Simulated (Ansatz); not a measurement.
# Cs2Rb: the cost of one run

Computed with Ansatz 0.2.0 (DFT PBE, scalar-relativistic, plane waves, PAW, unless a step's input says otherwise).

2 further runs of the same task are left out: 1 that didn't finish, 1 set aside as unsound or not needed.

## (1) The starting structure

The structure is trigonal, space group P-3m1 (No. 164). Conventional cell: a = 5.336 Å, b = 5.336 Å, c = 25.942 Å, α = 90.00°, β = 90.00°, γ = 120.00°.

Structure file:

```cif
data_structure
_symmetry_space_group_name_H-M 'P 1'
_symmetry_Int_Tables_number 1
_cell_length_a 5.3359
_cell_length_b 5.3359
_cell_length_c 25.9423
_cell_angle_alpha 90.000
_cell_angle_beta 90.000
_cell_angle_gamma 120.000
_cell_volume 639.66
loop_
_atom_site_label
_atom_site_type_symbol
_atom_site_fract_x
_atom_site_fract_y
_atom_site_fract_z
_atom_site_occupancy
Cs1 Cs 0.33333 0.66667 0.73918 1
Cs2 Cs 0.33333 0.66667 0.08688 1
Cs3 Cs 0.66667 0.33333 0.91312 1
Cs4 Cs 0.66667 0.33333 0.26082 1
Rb1 Rb 0.33333 0.66667 0.42399 1
Rb2 Rb 0.66667 0.33333 0.57601 1
```

The cell was relaxed beforehand at this level, from a generated guess; it is a trial structure. At a tolerance of 0.05 Å it has space group P-3m1 (No. 164); it has 106.61 Å³/atom, an uncorrected energy of +0.00 eV/atom over the elements and, on its mesh, gap none (metal).

## (2) The cell scaled to 0.97 of its volume

File input.yaml:

```yaml
crystal:
  lattice:
    - [5.2819535872, 0.0, 0.0]
    - [-2.6409767936, 4.5743059881, 0.0]
    - [0.0, 0.0, 25.6802074668]
  atoms:
    - { symbol: Cs, position: [0.3333333333, 0.6666666667, 0.739176] }
    - { symbol: Cs, position: [0.3333333333, 0.6666666667, 0.086877] }
    - { symbol: Cs, position: [0.6666666667, 0.3333333333, 0.913123] }
    - { symbol: Cs, position: [0.6666666667, 0.3333333333, 0.260824] }
    - { symbol: Rb, position: [0.3333333333, 0.6666666667, 0.423988] }
    - { symbol: Rb, position: [0.6666666667, 0.3333333333, 0.576012] }
basis:
  ecutwfc: 420
kpoints:
  mp_grid: { grid: [12, 12, 2] }
hamiltonian:
  xc: pbe
scf:
  occupations: { method: gaussian, width: 0.1 }
output:
  forces: true
  stress: true
  eigenvalues: true
relax:
  adjacent_minimum: "off"
  f_tol: 0.01
  max_steps: 30
  cell: { stress_tol: 0.1, fix: [volume] }
```

The run is started by

```
$ ansatz run input.yaml --threads 4 --pin off --max-ram 8192MiB --backend cpu --events-out ev --progress --plain --runs-dir out
```

Q: Estimate wall time and peak memory on 4 threads of Arm Neoverse V2, shared host.

About 28 s, with a peak of 1.3 GiB.
